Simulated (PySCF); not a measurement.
**A gas-phase reaction: ClH4NSi + CuH2N → ClCuH3NSi + H3N**

Aim: the reaction energy of `N[SiH2]Cl` + `[NH2][Cu]` → `Cl[SiH2][NH][Cu]` + `N`.

Programs: PySCF 2.14.0. All values are calculated, for the isolated system unless a continuum is named. Atoms count from 0, parts from 1.

## 1. The system as given

Each species was relaxed by itself at PBE0-D3(BJ)/def2-SVPD.

## 2. Energies of the species: wB97M-D3(BJ)/def2-TZVPD

The job: settings as JSON, then the geometry in Å.

```
{"job": {"kind": "react", "xc": "wB97M-D3(BJ)", "basis": "def2-TZVPD"}, "charge": 0, "multiplicity": 1}
-1 ClH4NSi charge 0 multiplicity 1
N      0.096780     0.871810    -0.302750
Si    -0.407540    -0.675080     0.241180
Cl     0.092230    -2.262290    -1.038890
H     -0.397210     1.348240    -1.045760
H      1.066450     1.155370    -0.257350
H     -1.888740    -0.686330     0.324990
H      0.271250    -0.974220     1.525940

-1 CuH2N charge 0 multiplicity 1
N      0.376380    -0.039130     0.115090
Cu    -1.228620     0.280700     0.907080
H      0.549530     0.677700    -0.592520
H      0.322440    -0.916290    -0.406820

+1 ClCuH3NSi charge 0 multiplicity 1
Cl     0.788720     0.815980     1.892510
Si     0.605350    -0.288640     0.070500
N     -0.900040    -0.066750    -0.692990
Cu    -1.452180     1.683450    -0.543840
H      0.883580    -1.701090     0.460450
H      1.709130     0.281830    -0.748250
H     -1.633620    -0.724230    -0.437440

+1 H3N charge 0 multiplicity 1
N      0.000620     0.000190     0.284500
H     -0.557310    -0.758540    -0.096160
H     -0.373210     0.865320    -0.094540
H      0.941000    -0.106040    -0.084650
```

With the program's defaults for keys left out, this is: wB97M-D3(BJ)/def2-TZVPD reaction energy of separated species, gas phase.

Command:

```bash
$ OMP_NUM_THREADS=1 python cluster_run.py task.json out
```

The driver reads the jobs from task.json and runs them one after another.

Standard output:

```text
species 1 (ClH4NSi)
coarse grid: 27736 points
cycle   1  E = -807.0392916947  dE =  5.576e-02  |g| = 3.969e-01  |ddm| = 1.834e+00
cycle   2  E = -807.0587889612  dE = -1.950e-02  |g| = 3.340e-01  |ddm| = 5.078e-01
cycle   3  E = -807.0805189367  dE = -2.173e-02  |g| = 3.496e-02  |ddm| = 2.277e-01
cycle   4  E = -807.0808035842  dE = -2.846e-04  |g| = 1.905e-02  |ddm| = 4.665e-02
cycle   5  E = -807.0808848433  dE = -8.126e-05  |g| = 3.274e-03  |ddm| = 1.679e-02
cycle   6  E = -807.0808897755  dE = -4.932e-06  |g| = 5.594e-04  |ddm| = 7.475e-03
final grid: 56152 points
cycle   7  E = -807.0808341198  dE = -2.373e-07  |g| = 3.060e-04  |ddm| = 2.885e-03
cycle   8  E = -807.0808341483  dE = -2.845e-08  |g| = 2.687e-04  |ddm| = 7.520e-04
cycle   9  E = -807.0808341638  dE = -1.555e-08  |g| = 4.638e-05  |ddm| = 1.651e-04
cycle  10  E = -807.0808341656  dE = -1.790e-09  |g| = 2.088e-05  |ddm| = 1.777e-04
cycle  11  E = -807.0808341658  dE = -1.613e-10  |g| = 3.658e-06  |ddm| = 4.035e-05
converged SCF energy = -807.0808341658

species 2 (CuH2N)
coarse grid: 17504 points
cycle   1  E = -1696.0773331448  dE = -3.880e-02  |g| = 2.300e+00  |ddm| = 1.569e+00
cycle   2  E = -1695.1517500872  dE =  9.256e-01  |g| = 4.155e+00  |ddm| = 1.915e+00
cycle   3  E = -1696.5170929556  dE = -1.365e+00  |g| = 2.051e-01  |ddm| = 1.173e+00
cycle   4  E = -1696.5218002915  dE = -4.707e-03  |g| = 4.600e-02  |ddm| = 1.337e-01
cycle   5  E = -1696.5220654544  dE = -2.652e-04  |g| = 2.233e-02  |ddm| = 3.917e-02
cycle   6  E = -1696.5222050967  dE = -1.396e-04  |g| = 4.793e-03  |ddm| = 2.296e-02
cycle   7  E = -1696.5222387067  dE = -3.361e-05  |g| = 2.470e-03  |ddm| = 2.026e-02
cycle   8  E = -1696.5222438949  dE = -5.188e-06  |g| = 9.314e-04  |ddm| = 7.164e-03
final grid: 34776 points
cycle   9  E = -1696.5221997068  dE = -7.351e-07  |g| = 1.289e-03  |ddm| = 2.226e-03
cycle  10  E = -1696.5221995562  dE =  1.506e-07  |g| = 3.083e-03  |ddm| = 1.753e-03
cycle  11  E = -1696.5222002670  dE = -7.108e-07  |g| = 3.717e-04  |ddm| = 7.383e-04
cycle  12  E = -1696.5222005451  dE = -2.781e-07  |g| = 9.569e-05  |ddm| = 2.278e-03
cycle  13  E = -1696.5222005539  dE = -8.860e-09  |g| = 4.666e-05  |ddm| = 3.450e-04
cycle  14  E = -1696.5222005552  dE = -1.270e-09  |g| = 1.968e-05  |ddm| = 1.066e-04
cycle  15  E = -1696.5222005556  dE = -4.122e-10  |g| = 3.727e-06  |ddm| = 7.692e-05
converged SCF energy = -1696.5222005556

species 3 (ClCuH3NSi)
coarse grid: 32704 points
cycle   1  E = -2446.5495653394  dE =  1.581e-01  |g| = 2.333e+00  |ddm| = 2.181e+00
cycle   2  E = -2445.7009232641  dE =  8.486e-01  |g| = 4.142e+00  |ddm| = 2.261e+00
cycle   3  E = -2447.0131674612  dE = -1.312e+00  |g| = 2.468e-01  |ddm| = 1.356e+00
cycle   4  E = -2447.0207472178  dE = -7.580e-03  |g| = 4.697e-02  |ddm| = 2.214e-01
cycle   5  E = -2447.0212548349  dE = -5.076e-04  |g| = 1.715e-02  |ddm| = 5.201e-02
cycle   6  E = -2447.0213809799  dE = -1.261e-04  |g| = 6.293e-03  |ddm| = 3.009e-02
cycle   7  E = -2447.0214083272  dE = -2.735e-05  |g| = 3.692e-03  |ddm| = 1.404e-02
cycle   8  E = -2447.0214196562  dE = -1.133e-05  |g| = 1.901e-03  |ddm| = 9.761e-03
cycle   9  E = -2447.0214233629  dE = -3.707e-06  |g| = 7.134e-04  |ddm| = 6.039e-03
final grid: 63824 points
cycle  10  E = -2447.0213344226  dE = -6.947e-07  |g| = 8.285e-04  |ddm| = 3.358e-03
cycle  11  E = -2447.0213345552  dE = -1.325e-07  |g| = 1.848e-03  |ddm| = 1.548e-03
cycle  12  E = -2447.0213348333  dE = -2.781e-07  |g| = 3.040e-04  |ddm| = 5.050e-04
cycle  13  E = -2447.0213350139  dE = -1.807e-07  |g| = 2.114e-04  |ddm| = 1.368e-03
cycle  14  E = -2447.0213350744  dE = -6.048e-08  |g| = 6.069e-05  |ddm| = 1.082e-03
cycle  15  E = -2447.0213350766  dE = -2.226e-09  |g| = 1.742e-05  |ddm| = 1.609e-04
cycle  16  E = -2447.0213350769  dE = -2.929e-10  |g| = 5.835e-06  |ddm| = 6.244e-05
converged SCF energy = -2447.0213350769

species 4 (H3N)
coarse grid: 12536 points
cycle   1  E = -56.5694016118  dE = -1.294e-01  |g| = 3.024e-01  |ddm| = 1.089e+00
cycle   2  E = -56.5779559751  dE = -8.554e-03  |g| = 2.716e-01  |ddm| = 2.676e-01
cycle   3  E = -56.5918780246  dE = -1.392e-02  |g| = 2.124e-02  |ddm| = 1.115e-01
cycle   4  E = -56.5919836366  dE = -1.056e-04  |g| = 5.194e-03  |ddm| = 1.728e-02
cycle   5  E = -56.5919947749  dE = -1.114e-05  |g| = 7.323e-04  |ddm| = 8.718e-03
cycle   6  E = -56.5919951901  dE = -4.152e-07  |g| = 1.111e-04  |ddm| = 3.176e-03
final grid: 27112 points
cycle   7  E = -56.5919837728  dE = -1.558e-08  |g| = 6.420e-05  |ddm| = 6.879e-04
cycle   8  E = -56.5919837748  dE = -2.005e-09  |g| = 5.210e-05  |ddm| = 2.234e-04
cycle   9  E = -56.5919837754  dE = -6.543e-10  |g| = 1.211e-05  |ddm| = 4.820e-05
converged SCF energy = -56.5919837754

Reaction energy = -6.981 kcal/mol
```

It took 54 s on 1 thread of Arm Neoverse N1, shared host; peak memory 0.76 GiB.

Species by species (with the dispersion term, which the log's SCF energies lack):

```
 ν           species  energy (Eh)  HOMO (eV)
-1         N[SiH2]Cl   -807.08742     -10.48
-1         [NH2][Cu]  -1696.52456      -8.41
+1  Cl[SiH2][NH][Cu]  -2447.02953      -9.15
+1                 N    -56.59358     -10.26
```

## 3. Reaction energy: PBE0-D3(BJ)/def2-TZVPD

The job, as its differences from that of step 2:

```diff
@@ -1,2 +1,2 @@
-{"job": {"kind": "react", "xc": "wB97M-D3(BJ)", "basis": "def2-TZVPD"}, "charge": 0, "multiplicity": 1}
+{"job": {"kind": "react", "xc": "PBE0", "basis": "def2-TZVPD", "disp": "d3bj"}, "charge": 0, "multiplicity": 1}
 -1 ClH4NSi charge 0 multiplicity 1
```

With the program's defaults for keys left out, this is: PBE0-D3(BJ)/def2-TZVPD reaction energy of separated species, gas phase.

Standard output:

```text
species 1 (ClH4NSi)
coarse grid: 6792 points
cycle   1  E = -806.6033294926  dE =  6.174e-02  |g| = 4.303e-01  |ddm| = 1.904e+00
cycle   2  E = -806.5770143850  dE =  2.632e-02  |g| = 5.607e-01  |ddm| = 6.362e-01
cycle   3  E = -806.6430064151  dE = -6.599e-02  |g| = 5.455e-02  |ddm| = 3.562e-01
cycle   4  E = -806.6436081732  dE = -6.018e-04  |g| = 2.541e-02  |ddm| = 6.197e-02
cycle   5  E = -806.6437382581  dE = -1.301e-04  |g| = 3.389e-03  |ddm| = 2.088e-02
cycle   6  E = -806.6437407332  dE = -2.475e-06  |g| = 1.538e-03  |ddm| = 3.943e-03
final grid: 56152 points
cycle   7  E = -806.6400301609  dE = -1.812e-05  |g| = 5.876e-03  |ddm| = 2.620e-02
cycle   8  E = -806.6400245827  dE =  5.578e-06  |g| = 7.729e-03  |ddm| = 7.965e-03
cycle   9  E = -806.6400365783  dE = -1.200e-05  |g| = 6.360e-04  |ddm| = 4.465e-03
cycle  10  E = -806.6400366513  dE = -7.294e-08  |g| = 1.745e-04  |ddm| = 5.662e-04
cycle  11  E = -806.6400366588  dE = -7.552e-09  |g| = 3.899e-05  |ddm| = 1.617e-04
cycle  12  E = -806.6400366593  dE = -4.288e-10  |g| = 9.619e-06  |ddm| = 3.419e-05
converged SCF energy = -806.6400366593

species 2 (CuH2N)
coarse grid: 17504 points
cycle   1  E = -1694.9024885741  dE =  8.387e-01  |g| = 3.699e+00  |ddm| = 1.898e+00
cycle   2  E = -1690.8699241345  dE =  4.033e+00  |g| = 7.123e+00  |ddm| = 3.993e+00
cycle   3  E = -1695.9626392506  dE = -5.093e+00  |g| = 1.286e+00  |ddm| = 3.340e+00
cycle   4  E = -1695.5733086306  dE =  3.893e-01  |g| = 1.427e+00  |ddm| = 1.716e+00
cycle   5  E = -1696.1656007165  dE = -5.923e-01  |g| = 9.071e-02  |ddm| = 1.359e+00
cycle   6  E = -1696.1682197282  dE = -2.619e-03  |g| = 2.791e-02  |ddm| = 1.513e-01
cycle   7  E = -1696.1682931944  dE = -7.347e-05  |g| = 1.136e-02  |ddm| = 1.766e-02
cycle   8  E = -1696.1683078760  dE = -1.468e-05  |g| = 1.395e-03  |ddm| = 6.543e-03
cycle   9  E = -1696.1683084182  dE = -5.422e-07  |g| = 5.282e-04  |ddm| = 1.612e-03
final grid: 34776 points
cycle  10  E = -1696.1683327912  dE =  1.336e-07  |g| = 1.387e-03  |ddm| = 1.204e-03
cycle  11  E = -1696.1683315843  dE =  1.207e-06  |g| = 4.029e-03  |ddm| = 2.002e-03
cycle  12  E = -1696.1683329633  dE = -1.379e-06  |g| = 2.424e-04  |ddm| = 1.340e-03
cycle  13  E = -1696.1683329758  dE = -1.250e-08  |g| = 2.351e-05  |ddm| = 1.860e-04
cycle  14  E = -1696.1683329759  dE = -1.246e-10  |g| = 1.176e-05  |ddm| = 2.515e-05
converged SCF energy = -1696.1683329759

species 3 (ClCuH3NSi)
coarse grid: 32704 points
cycle   1  E = -2444.8712708932  dE =  1.152e+00  |g| = 3.897e+00  |ddm| = 2.506e+00
cycle   2  E = -2440.3263082195  dE =  4.545e+00  |g| = 7.469e+00  |ddm| = 6.750e+00
cycle   3  E = -2446.1039290587  dE = -5.778e+00  |g| = 1.318e+00  |ddm| = 6.045e+00
cycle   4  E = -2445.8499268058  dE =  2.540e-01  |g| = 1.306e+00  |ddm| = 1.764e+00
cycle   5  E = -2446.2973180059  dE = -4.474e-01  |g| = 1.500e-01  |ddm| = 1.360e+00
cycle   6  E = -2446.3012950282  dE = -3.977e-03  |g| = 8.104e-02  |ddm| = 2.024e-01
cycle   7  E = -2446.3026999015  dE = -1.405e-03  |g| = 1.797e-02  |ddm| = 7.318e-02
cycle   8  E = -2446.3027472653  dE = -4.736e-05  |g| = 4.391e-03  |ddm| = 1.443e-02
cycle   9  E = -2446.3027523336  dE = -5.068e-06  |g| = 2.452e-03  |ddm| = 5.565e-03
final grid: 63824 points
cycle  10  E = -2446.3027463895  dE =  1.707e-06  |g| = 4.985e-03  |ddm| = 4.589e-03
cycle  11  E = -2446.3027326945  dE =  1.369e-05  |g| = 1.318e-02  |ddm| = 8.147e-03
cycle  12  E = -2446.3027493550  dE = -1.666e-05  |g| = 1.309e-03  |ddm| = 4.885e-03
cycle  13  E = -2446.3027497160  dE = -3.610e-07  |g| = 2.963e-04  |ddm| = 9.823e-04
cycle  14  E = -2446.3027497308  dE = -1.483e-08  |g| = 1.253e-04  |ddm| = 2.403e-04
cycle  15  E = -2446.3027497362  dE = -5.457e-09  |g| = 2.294e-05  |ddm| = 2.953e-04
cycle  16  E = -2446.3027497364  dE = -1.892e-10  |g| = 4.089e-06  |ddm| = 4.859e-05
converged SCF energy = -2446.3027497364

species 4 (H3N)
coarse grid: 2928 points
cycle   1  E = -56.4892845318  dE = -9.636e-02  |g| = 3.707e-01  |ddm| = 1.102e+00
cycle   2  E = -56.4628606504  dE =  2.642e-02  |g| = 5.179e-01  |ddm| = 4.437e-01
cycle   3  E = -56.5199593915  dE = -5.710e-02  |g| = 1.577e-02  |ddm| = 2.489e-01
cycle   4  E = -56.5200079842  dE = -4.859e-05  |g| = 3.353e-03  |ddm| = 8.661e-03
cycle   5  E = -56.5200101543  dE = -2.170e-06  |g| = 3.225e-04  |ddm| = 2.234e-03
final grid: 27112 points
cycle   6  E = -56.5150235616  dE = -1.162e-05  |g| = 5.585e-03  |ddm| = 1.579e-02
cycle   7  E = -56.5150181444  dE =  5.417e-06  |g| = 7.647e-03  |ddm| = 6.020e-03
cycle   8  E = -56.5150297904  dE = -1.165e-05  |g| = 1.322e-04  |ddm| = 3.444e-03
cycle   9  E = -56.5150297942  dE = -3.876e-09  |g| = 3.223e-05  |ddm| = 9.876e-05
cycle  10  E = -56.5150297945  dE = -2.793e-10  |g| = 3.571e-06  |ddm| = 2.393e-05
converged SCF energy = -56.5150297945

Reaction energy = -6.719 kcal/mol
```

It took 30 s on 1 thread of Arm Neoverse N1, shared host; peak memory 0.66 GiB.

Reaction energy at this level: -6.72 kcal/mol.

## 4. Side by side

Energies in kcal/mol, with wall time:

```
                    run  reaction  time
wB97M-D3(BJ)/def2-TZVPD     -6.98  54 s
 PBE0-D3(BJ)/def2-TZVPD     -6.72  30 s
```

## 5. What came out

```
                                                quantity                    value
               reaction energy (wB97M-D3(BJ)/def2-TZVPD)           -6.98 kcal/mol
                     ΔH, ΔG at 298 K (xTB thermal terms)      -6.5, -5.6 kcal/mol
range of the reaction energy over the runs of this table  -6.98 to -6.72 kcal/mol
```

The reaction is exothermic by 6.5 kcal/mol in the gas phase; dispersion gives -0.53, and xTB itself gave -6.15 for the electronic energy (xTB energies and thermal terms come from the earlier relaxation of each species, not shown). No barrier was sought. The reaction energy runs from -6.98 (wB97M-D3(BJ)/def2-TZVPD) to -6.72 kcal/mol (PBE0-D3(BJ)/def2-TZVPD).
